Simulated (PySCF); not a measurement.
# H6Nd2O6 (Nd2(OH)2(OH)4): the cost of one run

Method: BP86, Nd lcecp-1-SVP with ECP49, O def2-SVP, H def2-SVP; scalar-relativistic core potentials, no spin–orbit coupling; program: PySCF 2.14.0.

6 further runs of the same task are left out: 2 for a known fault of the program, 4 that didn't finish.

## (1) The system as given

14 atoms, charge 0, spin multiplicity 1.

Bond lengths: Nd1–Nd2 3.834 Å, Nd1–O3 2.522 Å, Nd1–O5 2.522 Å, Nd1–O7 2.220 Å, Nd1–O9 2.220 Å, Nd2–O3 2.522 Å, Nd2–O5 2.522 Å, Nd2–O11 2.220 Å, Nd2–O13 2.220 Å, O3–H4 0.966 Å, O5–H6 0.966 Å, O7–H8 0.966 Å, O9–H10 0.966 Å, O11–H12 0.966 Å, O13–H14 0.966 Å. Angles: Nd2–Nd1–O3 40.5°, Nd2–Nd1–O5 40.5°, Nd2–Nd1–O7 121.9°, Nd2–Nd1–O9 121.9°, O3–Nd1–O5 81.1°, O3–Nd1–O7 113.7°, O3–Nd1–O9 113.7°, O5–Nd1–O7 113.7°, O5–Nd1–O9 113.7°, O7–Nd1–O9 116.1°, Nd1–Nd2–O3 40.5°, Nd1–Nd2–O5 40.5°, Nd1–Nd2–O11 121.9°, Nd1–Nd2–O13 121.9°, O3–Nd2–O5 81.1°, O3–Nd2–O11 113.7°, O3–Nd2–O13 113.7°, O5–Nd2–O11 113.7° and more.

As a file:

```
Nd    0.0000    0.0000    1.9171
Nd    0.0000    0.0000   -1.9171
O     1.6394    0.0000    0.0000
H     2.6051    0.0000    0.0000
O    -1.6394    0.0000    0.0000
H    -2.6051    0.0000    0.0000
O     0.0000    1.8836    3.0916
H     0.0000    2.4621    3.8648
O     0.0000   -1.8836    3.0916
H     0.0000   -2.4621    3.8648
O     0.0000    1.8836   -3.0916
H     0.0000    2.8325   -3.2708
O     0.0000   -1.8836   -3.0916
H     0.0000   -2.8325   -3.2708
```

Formal oxidation states: Nd +3. Each metal's 3 4f electrons lie in its core potential, so multiplicities, spins and levels count the valence alone.

## (2) SCF at the start, singlet

Input file run.py (the lines that set the calculation):

```python
mol = gto.M(atom='''
Nd     0.00000     0.00000     1.91710
Nd     0.00000     0.00000    -1.91710
O      1.63940     0.00000     0.00000
H      2.60510     0.00000     0.00000
O     -1.63940     0.00000     0.00000
H     -2.60510     0.00000     0.00000
O      0.00000     1.88360     3.09160
H      0.00000     2.46210     3.86480
O      0.00000    -1.88360     3.09160
H      0.00000    -2.46210     3.86480
O      0.00000     1.88360    -3.09160
H      0.00000     2.83250    -3.27080
O      0.00000    -1.88360    -3.09160
H      0.00000    -2.83250    -3.27080''',
    basis={'Nd': 'lcecp-1-SVP', 'O': 'def2-SVP', 'H': 'def2-SVP'},
    ecp={'Nd': 'lcecp-1-SVP'},
    charge=0, spin=0)
mf = dft.RKS(mol, xc='B88,P86')
mf.grids.atom_grid = (50, 194)  # f atoms: unpruned, at least (60, 302)
mf = mf.density_fit()  # fitting sets: Nd AutoAux, O def2-universal-JKFIT, H def2-universal-JKFIT
mf.conv_tol = 1e-08; mf.max_cycle = 55
mf.kernel(dm0)  # dm0: free metal ions and neutral atoms
```

The run is started by

```bash
OMP_NUM_THREADS=4 python run.py
```

**Question.** How long does this run take on 4 threads of Intel Xeon 6975P-C (Granite Rapids), shared host, and how much memory does it need?

About 7.1 s, with a peak of 1.1 GiB.
